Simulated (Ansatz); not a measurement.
**C4H4OSe: one species, many methods**

Aim: compute C4H4OSe with functionals from several rungs and with coupled cluster, and see how far each lands from CCSD(T) at the basis-set limit for the atomisation energy.

Program: Ansatz 0.2.0, Gaussian basis. Level of theory: functionals in def2-TZVPP, the program's frozen cores in correlated methods. These are calculated values, not measurements.

Levels to be run: LDA (SPW92), PBE-D4, revPBE-D4, BLYP-D4, r2SCAN-D4, B97M-V, PBE0-D4, B3LYP-D4, r2SCANh-D4, r2SCAN0-D4, HSE06-D4, BHLYP-D4, CAM-B3LYP-D4, LC-ωPBE, ωB97X-V, ωB97M-V, B2PLYP, PBE-QIDH; CCSD(T)/def2-SVP; CCSD(T)/def2-TZVPP; MP2/def2-QZVPP; extrapolation to the limit; RPA on PBE.

## (1) The geometry

All runs share one geometry, relaxed beforehand with PBE0-D4 in a triple-zeta def2 set.

10 atoms, charge 0, spin multiplicity 1.

Atoms are counted from 1 here; the program's logs count them from 0.

Bond lengths: C1–C2 1.294 Å, C1–H7 1.085 Å, C1–H8 1.085 Å, C2–C4 1.307 Å, Se3–C4 1.920 Å, Se3–H9 1.472 Å, C4–C5 1.489 Å, C5–O6 1.199 Å, C5–H10 1.109 Å. Angles: C2–C1–H7 120.8°, C2–C1–H8 121.1°, H7–C1–H8 118.1°, C1–C2–C4 178.5°, C4–Se3–H9 95.1°, C2–C4–Se3 119.7°, C2–C4–C5 121.7°, Se3–C4–C5 118.4°, C4–C5–O6 124.5°, C4–C5–H10 113.5°, O6–C5–H10 122.0°.

## (2) LDA

This LDA is Slater exchange with PW92 correlation.

The input, in.yaml:

```yaml
crystal:
  periodic: [false, false, false]
  atoms:
    - {symbol: C, position_ang: [-0.010692, -2.054927, -0.604446]}
    - {symbol: C, position_ang: [0.109819, -0.835398, -0.190019]}
    - {symbol: Se, position_ang: [1.488821, 0.862501, 1.571316]}
    - {symbol: C, position_ang: [0.228381, 0.408059, 0.195512]}
    - {symbol: C, position_ang: [-0.511096, 1.510286, -0.478283]}
    - {symbol: O, position_ang: [-1.386049, 1.348137, -1.282304]}
    - {symbol: H, position_ang: [-0.778983, -2.706012, -0.199966]}
    - {symbol: H, position_ang: [0.649682, -2.456408, -1.366246]}
    - {symbol: H, position_ang: [0.475460, 1.351541, 2.519986]}
    - {symbol: H, position_ang: [-0.182143, 2.521020, -0.162650]}
basis:
  gaussian: {orbitals: def2-TZVPP}
hamiltonian: {xc: lda}
output: {orbitals: {seedname: orbitals}}
```

The runs that follow: PBE-D4 (GGA); revPBE-D4 (GGA); BLYP-D4 (GGA); r2SCAN-D4 (meta-GGA); B97M-V (meta-GGA); PBE0-D4 (hybrid); B3LYP-D4 (hybrid); r2SCANh-D4 (hybrid); r2SCAN0-D4 (hybrid); HSE06-D4 (hybrid); BHLYP-D4 (hybrid); CAM-B3LYP-D4 (range-separated); LC-ωPBE (range-separated); ωB97X-V (range-separated); ωB97M-V (range-separated); B2PLYP (double hybrid); PBE-QIDH (double hybrid); CCSD(T) in def2-SVP; CCSD(T) in def2-TZVPP; MP2 in def2-QZVPP; RPA on PBE orbitals.

Q: Predict the results of all the runs planned. Wanted: atomisation energy, CCSD(T)/CBS; farthest beyond LDA; mean size of error, GGA; mean size of error, meta-GGA; mean size of error, hybrid; mean size of error, range-separated; mean size of error, double hybrid; gap, smallest and largest; T1 diagnostic.

The runs gave:

| quantity | value |
| --- | --- |
| atomisation energy, CCSD(T)/CBS | 43.474 eV |
| functionals within 0.435 eV (1.0 %) | B97M-V, B3LYP-D4, r2SCANh-D4, CAM-B3LYP-D4, LC-ωPBE, ωB97X-V, ωB97M-V, B2PLYP, PBE-QIDH |
| farthest beyond LDA | PBE-D4 (+2.158 eV) |
| mean size of error, GGA | 1.210 eV |
| mean size of error, meta-GGA | 0.405 eV |
| mean size of error, hybrid | 0.688 eV |
| mean size of error, range-separated | 0.122 eV |
| mean size of error, double hybrid | 0.150 eV |
| gap, smallest and largest | 2.86 eV (LDA (SPW92)), 10.05 eV (LC-ωPBE) |
| T1 diagnostic | 0.0138 |
| triples share of the correlation energy | 4.6 % |

What this shows: The LDA atomisation energy is off by 7.983 eV (18 %): it overbinds. PBE-D4 is off by +2.158 eV. Double hybrids carry the basis error of their MP2 part in triple zeta, and no dispersion term here, so their miss is partly the set-up's. The rungs range-separated, double hybrid, meta-GGA miss on average by less than the doubt on the reference (0.435 eV), so they tie; GGA functionals have the largest mean beyond LDA (1.210 eV). Misses under about 0.435 eV are within the doubt on the reference itself, which lacks core-valence correlation, relativity and higher excitations, and its outer-core shells are covered unevenly. All levels share the lack of spin-orbit coupling, which lowers the free heavy atoms and so the true binding. Hartree-Fock recovers 69 % of the binding; the rest is correlation. CCSD(T) in def2-SVP is off by -2.006 eV, so the small basis spoils what the method gains. Orbital gaps span 2.9 to 10.1 eV; exact exchange widens them. The restricted reference is unstable towards a spin-broken one. Correlated methods include outer-core shells of Se, which these sets cover unevenly.
